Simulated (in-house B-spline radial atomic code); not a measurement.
**Ho¹⁰⁺: ionisation energy by several methods**

Aim: the ionisation energy of Ho¹⁰⁺ by several methods, each as the difference of two self-consistent energies (Ho¹⁰⁺ and the next ion, [Kr] 4d10 4f8 5s2).

Method: non-relativistic, several functionals, spin-polarised, exact exchange averaged over the configuration; spherical all-electron atom at the radial basis limit. Code: in-house B-spline radial atomic code version 1.

## (1) The atom as given

* element: holmium (Z = 67)
* charge: +10
* electrons: 57
* configuration: [Kr] 4d10 4f9 5s2
* nucleus: point

Outer shells as boxes (Hund's rule):

[Kr] 4d10 4f9 5s2
```
[Kr] core
4d [↑↓][↑↓][↑↓][↑↓][↑↓]
4f [↑↓][↑↓][↑ ][↑ ][↑ ][↑ ][↑ ]
5s [↑↓]
```

Where spins are not typed, each open shell is filled with up spins first.

## (2) PBE0

The run's settings:

```ini
Z = 67
electrons = 57.0
configuration = [Kr] 4d10 4f9 5s2
hamiltonian = nr
method = pbe0
spin_polarised = True
exact_exchange = averaged over the configuration
```

On the command line:

```sh
python run_scf.py task.json out
```

task.json lists these runs, among others, and the program works through them in turn.

## (3) B97-1

Changes to the settings of step 2:

```diff
@@ -4,3 +4,3 @@
 hamiltonian = nr
-method = pbe0
+method = b97_1
 spin_polarised = True
```

## (4) HSE06

Changes to the settings of step 3:

```diff
@@ -4,3 +4,3 @@
 hamiltonian = nr
-method = b97_1
+method = hse06
 spin_polarised = True
```

## (5) B3LYP

Changes to the settings of step 4:

```diff
@@ -4,3 +4,3 @@
 hamiltonian = nr
-method = hse06
+method = b3lyp
 spin_polarised = True
```

## (6) M06-2X

Changes to the settings of step 5:

```diff
@@ -4,3 +4,3 @@
 hamiltonian = nr
-method = b3lyp
+method = m062x
 spin_polarised = True
```

## (7) TPSSh

Changes to the settings of step 6:

```diff
@@ -4,3 +4,3 @@
 hamiltonian = nr
-method = m062x
+method = tpssh
 spin_polarised = True
```

The tabulated ionisation energy is 197 ± 10 eV (tabulated theoretical; NIST Atomic Spectra Database). What does each method give, and which comes nearest?

As calculated:

| method | rung | total energy (hartree) | ΔSCF (eV) | −ε highest (eV) | ΔSCF less tabulated (eV) |
| --- | --- | --- | --- | --- | --- |
| PBE0 | global hybrid | -12039.9628 | 182.71 | 173.07 (4f down) | -14.29 |
| B97-1 | global hybrid | -12040.1156 | 182.82 | 172.47 (4f down) | -14.18 |
| B3LYP | global hybrid | -12040.4269 | 182.94 | 172.41 (4f down) | -14.06 |
| M06-2X | global hybrid | -12041.3161 | 182.62 | 178.05 (4f down) | -14.38 |
| TPSSh | global hybrid | -12039.8326 | 182.61 | 170.36 (4f down) | -14.39 |
| HSE06 | range-separated hybrid | -12039.7231 | 182.64 | 172.58 (4f down) | -14.36 |

What this shows: Tables give 197 ± 10 eV (tabulated theoretical; NIST Atomic Spectra Database) for the ionisation energy. B3LYP misses by -14.06 eV, the least, and TPSSh by -14.39 eV (7.3 %), the most. All methods miss on the same side by much the same amount, which points to something that they share. These runs lack relativity altogether, which can outweigh the gaps between the methods, so the nearest may be so by luck. These runs leave out relativity, which matters at this nuclear charge. Open shells are averaged (over orientations, and over spins where the run is restricted), while tables refer to the lowest levels.
